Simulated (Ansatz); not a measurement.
**B started at a bond centre in zincblende BN, 65 atoms, charge 0**

Wanted: geometry, formation energy and gap levels of the defect, compared across PBEsol and HSE06.

Program: Ansatz 0.2.0, PAW, plane waves. These are calculated values, not measurements.

## 1. The system as built

65 atoms (33 B, 32 N); a = 7.212 Å, b = 7.212 Å, c = 7.212 Å, α = 90.00°, β = 90.00°, γ = 90.00°. All atoms were shaken off their sites by about 0.02 Å along each axis. Defect site 1: (0.562, 0.562, 0.562). Starting moments add up to 1 μB.

Plan of the steps: (2) PBEsol relaxation at the single k point (¼, ¼, ¼), on 1 × NVIDIA H100 80GB HBM3 with 2 threads of AMD EPYC 7R13; (3) HSE06 single point at the single k point (¼, ¼, ¼), on 1 × NVIDIA H100 80GB HBM3 with 2 threads of AMD EPYC 7R13.

## 2. Relaxation of the positions (PBEsol)

Input file in.yaml:

```yaml
crystal:
  lattice:
    - [7.211591, 0.000000, 0.000000]
    - [0.000000, 7.211591, 0.000000]
    - [0.000000, 0.000000, 7.211591]
  atoms:
    - { symbol: B, position: [0.002208, 0.003401, 0.000168] }
    - { symbol: B, position: [0.999703, 0.999224, 0.502015] }
    - { symbol: B, position: [0.996064, 0.498244, 0.998724] }
    - { symbol: B, position: [0.001491, 0.496539, 0.503351] }
    - { symbol: B, position: [0.501986, 0.996193, 0.000999] }
    - { symbol: B, position: [0.494355, 0.999959, 0.498292] }
    - { symbol: B, position: [0.501023, 0.498558, 0.995776] }
    - { symbol: B, position: [0.449088, 0.445439, 0.447966], spin: 0.333 }
    - { symbol: B, position: [0.249593, 0.246334, 0.999523] }
    - { symbol: B, position: [0.247454, 0.254828, 0.498802] }
    - { symbol: B, position: [0.251153, 0.751596, 0.998499] }
    - { symbol: B, position: [0.247387, 0.749898, 0.499203] }
    - { symbol: B, position: [0.747707, 0.248397, 0.997830] }
    - { symbol: B, position: [0.754936, 0.250972, 0.499270] }
    - { symbol: B, position: [0.750722, 0.749058, 0.001398] }
    - { symbol: B, position: [0.752799, 0.753706, 0.499648] }
    - { symbol: B, position: [0.251024, 0.001119, 0.248544] }
    - { symbol: B, position: [0.251021, 0.998972, 0.748033] }
    - { symbol: B, position: [0.247199, 0.501050, 0.249605] }
    - { symbol: B, position: [0.248322, 0.501379, 0.751428] }
    - { symbol: B, position: [0.748855, 0.001223, 0.249168] }
    - { symbol: B, position: [0.751857, 0.999212, 0.754911] }
    - { symbol: B, position: [0.750292, 0.498480, 0.251480] }
    - { symbol: B, position: [0.751783, 0.500013, 0.751060] }
    - { symbol: B, position: [0.998733, 0.247468, 0.253221] }
    - { symbol: B, position: [0.003240, 0.245684, 0.744522] }
    - { symbol: B, position: [0.000833, 0.752601, 0.250332] }
    - { symbol: B, position: [0.000939, 0.753208, 0.747871] }
    - { symbol: B, position: [0.501832, 0.251261, 0.252537] }
    - { symbol: B, position: [0.501477, 0.250647, 0.746008] }
    - { symbol: B, position: [0.499679, 0.746771, 0.245096] }
    - { symbol: B, position: [0.496607, 0.751759, 0.750572] }
    - { symbol: B, position: [0.563929, 0.564621, 0.562668], spin: 0.333 }
    - { symbol: N, position: [0.127976, 0.122876, 0.122332] }
    - { symbol: N, position: [0.124415, 0.123968, 0.623456] }
    - { symbol: N, position: [0.127301, 0.627204, 0.117817] }
    - { symbol: N, position: [0.127093, 0.625563, 0.624497] }
    - { symbol: N, position: [0.625321, 0.127291, 0.125352] }
    - { symbol: N, position: [0.624566, 0.126783, 0.623648] }
    - { symbol: N, position: [0.624436, 0.625822, 0.123691] }
    - { symbol: N, position: [0.673440, 0.681633, 0.675024], spin: 0.333 }
    - { symbol: N, position: [0.375832, 0.379683, 0.123436] }
    - { symbol: N, position: [0.372723, 0.373841, 0.625799] }
    - { symbol: N, position: [0.374036, 0.875730, 0.130350] }
    - { symbol: N, position: [0.372401, 0.873884, 0.621548] }
    - { symbol: N, position: [0.872872, 0.373695, 0.120067] }
    - { symbol: N, position: [0.880116, 0.373116, 0.624565] }
    - { symbol: N, position: [0.875106, 0.875198, 0.123364] }
    - { symbol: N, position: [0.876531, 0.875941, 0.624494] }
    - { symbol: N, position: [0.373238, 0.122414, 0.372405] }
    - { symbol: N, position: [0.377538, 0.126834, 0.875852] }
    - { symbol: N, position: [0.372800, 0.628854, 0.375450] }
    - { symbol: N, position: [0.373100, 0.627109, 0.874181] }
    - { symbol: N, position: [0.873963, 0.129010, 0.373018] }
    - { symbol: N, position: [0.871121, 0.120184, 0.878374] }
    - { symbol: N, position: [0.872393, 0.625495, 0.370658] }
    - { symbol: N, position: [0.871191, 0.627882, 0.871579] }
    - { symbol: N, position: [0.124587, 0.375637, 0.371067] }
    - { symbol: N, position: [0.122104, 0.377277, 0.880565] }
    - { symbol: N, position: [0.123342, 0.874798, 0.370813] }
    - { symbol: N, position: [0.125921, 0.876389, 0.877719] }
    - { symbol: N, position: [0.620684, 0.378985, 0.371067] }
    - { symbol: N, position: [0.623275, 0.372485, 0.877844] }
    - { symbol: N, position: [0.621442, 0.875405, 0.373387] }
    - { symbol: N, position: [0.620444, 0.877341, 0.870177] }
  symmetry: { detect: false }
kpoints:
  mp_grid: { grid: [1, 1, 1], shift: [0.25, 0.25, 0.25] }
hamiltonian:
  xc: pbesol
magnetization:
  spin_polarized: true
scf:
  occupations: { method: fermi_dirac, width: 0.01 }
relax:
  f_tol: 0.03
  max_steps: 80
  escape_saddle: false
  adjacent_minimum: "off"
output:
  forces: true
  eigenvalues: true
  populations: true
  write_density: true
  write_potential: true
  elf: true
  volumetric_format: npy
```

Launch:

```console
$ ansatz run in.yaml --threads 2 --pin off --max-ram 19000MiB --runs-dir r --events-out ev --progress --plain --backend cuda --devices 0, --max-vram 18GiB
```

The runs that follow: HSE06 single point.

Q: Predict the outcome of this session. Wanted: for each run, formation energy; host gap; top filled to lowest empty; moment.

**Answer**, as computed:

| level | time | formation energy (eV) | host gap (eV) | top filled to lowest empty (eV) | moment (μB) |
| --- | --- | --- | --- | --- | --- |
| PBEsol, relaxation | 26 s (GPU) | 10.91 | 4.26 | 0.86 | 1.00 |
| HSE06 | 22 s (GPU) | 11.25 | 5.81 | 2.50 | 1.00 |

```
            quantity                              value
          relaxation  10 recorded steps, 6.31 eV gained
       largest shift                       0.65 Å (B33)
largest local moment                      +0.54 μB on N
```

**In words.** The relaxation lowers the energy by 6.31 eV; the largest shift is 0.65 Å (B33). The formation energy goes from 10.91 eV (PBEsol) to 11.25 eV (HSE06). The reservoirs are the elements' reference phases; where the defect changes the composition, the value depends on that choice. HSE06 puts 4 localised levels over 0.1 eV inside the gap, at 0.54 (filled), 0.92 (filled), 2.40 (filled), 4.90 (empty) eV, the tightest of them shared by about 5 atoms. The host's edges were read at Γ, so band-like levels at this k point need not coincide with them. Finite-cell errors of some tenths of an eV remain in such numbers.
